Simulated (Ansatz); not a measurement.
**Al3GaN4: a stretch of c alone**

An exercise on one series of results from a longer session: the logs are not shown, and one member is left open.

Program: Ansatz 0.2.0. Level of theory: DFT r2SCAN, scalar-relativistic, plane waves, PAW. These are calculated values, not measurements.

2 further runs of the same task are left out: 2 set aside as unsound or not needed.

## Starting point

It takes space group Pm (No. 6, monoclinic). The conventional cell has a = 5.038 Å, b = 3.125 Å, c = 5.410 Å, α = 90.00°, β = 90.03°, γ = 90.00°. Al (site symmetry m) has 4 N at 1.88 to 1.90 Å as nearest neighbours. Al (site symmetry m) has 4 N at 1.89 to 1.90 Å as nearest neighbours. Ga (site symmetry m) has 4 N at 1.93 to 1.96 Å as nearest neighbours. N (site symmetry m) has 3 Al at 1.89 Å and 1 Ga at 1.96 Å as nearest neighbours. N (site symmetry m) is surrounded by 4 Al at 1.90 Å. Around N (site symmetry m) lie 2 Al at 1.88 to 1.89 Å and 2 Ga at 1.93 Å. Around N (site symmetry m) lie 3 Al at 1.89 to 1.90 Å and 1 Ga at 1.94 Å.

Coordinates:

```
Al Ga N
1.0
     5.03808    0.00000    0.00000
     0.00000    3.12495    0.00000
    -0.00323    0.00000    5.41039
Al Ga N
3 1 4
Direct
  0.50022 0.50000 0.16726
  0.00067 0.50000 0.83490
  0.00100 0.00000 0.33164
  0.49949 0.00000 0.66620
  0.11071 0.00000 0.66632
  0.12268 0.50000 0.16713
  0.62541 0.50000 0.84068
  0.62341 0.00000 0.32586
```

It goes back to an entry of the Materials Project, which need not be the stable form.

It is the result of an earlier relaxation at this level (volume 10.65 Å³/atom; gap on the mesh: 4.15 eV).

Set-up of the first run:

Input file input.yaml:

```yaml
crystal:
  lattice:
    - [5.0380821998, 0.0, 0.0]
    - [0.0, 3.124948827, 0.0]
    - [-0.003225275, 0.0, 5.41039302]
  atoms:
    - { symbol: Al, position: [0.5002216621, 0.5, 0.1672550744] }
    - { symbol: Al, position: [0.0006683705, 0.5, 0.8349019371] }
    - { symbol: Al, position: [0.0010043256, 0.0, 0.3316444641] }
    - { symbol: Ga, position: [0.4994946875, 0.0, 0.6662044645] }
    - { symbol: "N", position: [0.1107069786, 0.0, 0.6663170127] }
    - { symbol: "N", position: [0.1226755896, 0.5, 0.1671322914] }
    - { symbol: "N", position: [0.6254135995, 0.5, 0.8406810062] }
    - { symbol: "N", position: [0.6234137865, 0.0, 0.3258647496] }
basis:
  ecutwfc: 500
kpoints:
  mp_grid: { grid: [6, 8, 4] }
hamiltonian:
  xc: r2scan
scf:
  occupations: { method: gaussian, width: 0.02 }
output:
  forces: true
  stress: true
  eigenvalues: true
```

The run is started by

```sh
$ ansatz run input.yaml --threads 2 --pin off --max-ram 5120MiB --backend cpu --events-out ev --progress --plain --runs-dir out
```

Steps of the session up to this table: The unstrained reference; Band edges over the zone; The cell strained by -1.5 %; The gap over the whole zone at -1.5 %; The cell strained by +1.5 %; Band edges over the zone at +1.5 %; Strain -3.0 %; Seeking the band edges at -3.0 %; The cell strained by +3.0 %; Seeking the band edges at +3.0 %.

One of the session's tables, all rows but one given; the rest of the session is left out.

| strain (%) | ΔE (meV/atom) | c (Å) |
| --- | --- | --- |
| -3.0 | 12.2 | 5.248 |
| -1.5 | 3.0 | 5.329 |
| +0.0 | 0.0 | 5.410 |
| +1.5 | ? | ? |
| +3.0 | 11.5 | 5.573 |

Estimate the missing values for strain (%) = +1.5.

Worked estimate for «ΔE (meV/atom)». A straight line through the neighbours (0.0, 0.0) and (3.0, 11.5) gives 0.0 + (11.5 − 0.0) × (1.5 − 0.0) / (3.0 − 0.0) = 5.8; a parabola fitted to 3 rows on both sides gives 2.8.

As computed: ΔE (meV/atom): 2.9; c (Å): 5.492. In «ΔE (meV/atom)» the line misses by +2.9 and the parabola by -0.1.

ΔE is over the unstrained cell. Stress in GPa, positive in compression, on the Cartesian axes of the input. Gaps are Kohn-Sham gaps over the whole zone (d direct, i indirect).

Caveats from the session: The gap runs from 4.31 eV at -3.0 % through 4.15 to 3.83 eV at +3.0 %, and changes between direct and indirect on the way. Warnings in the runs' records: stress scf threshold loose.
